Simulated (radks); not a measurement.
# Er⁴⁺ in [Xe] 4f10: an all-electron calculation

Aim: the levels, the sizes of the orbitals and the parts of the energy of the erbium ion Er4+.

Program: radks (a radial shooting solver on a logarithmic mesh, Libxc functionals) version 1. Level of theory: non-relativistic Kohn-Sham, RPBE, spin-polarised, spherical densities, point nucleus; open shells are filled with parallel spins first. These are calculated values, not measurements, unless marked.

## 1. What is computed

* element: erbium (Z = 68)
* charge: +4
* electrons: 64
* configuration: [Xe] 4f10

Outer shells as boxes (Hund's rule):

Er⁴⁺
```
[Xe] core
4f [↑↓][↑↓][↑↓][↑ ][↑ ][↑ ][↑ ]
```

## 2. The calculation

The run's settings:

```text
Z 68
configuration [Xe] 4f10
relativity non-relativistic
functional rpbe,pbe
spin polarised
nucleus point
```

Launch:

```
> python run_ks.py task.json out
```

All runs below come from this command, one after another.

Q: Predict the outcome of this run.

As calculated:

| quantity | value |
| --- | --- |
| total energy | -12498.6225 hartree |
| exchange-correlation share of it | 2.11 % |
| −T/E | 0.9997 |
| highest occupied level | 4f down, -59.730 eV |
| most extended occupied level | 5p down, <r> = 1.43 bohr |
| radius at density 0.001 e/bohr³ | 3.03 bohr |
| maxima of the radial density | 4 |
| ionisation energy, NIST | 65.1 (semi-emp.) eV |

**Reading.** 5 principal shells are occupied and 4 maxima appear in the radial density; where shells overlap, one shows as a shoulder or not at all. −T/E = 0.9997, near the virial value of 1. Minus the highest eigenvalue, 59.730 eV, is 92 % of the tabulated ionisation energy (65.1 eV). Relativity is left out here, which matters for elements this heavy. Open shells are spherical and high-spin; term and fine-structure splittings are not resolved.
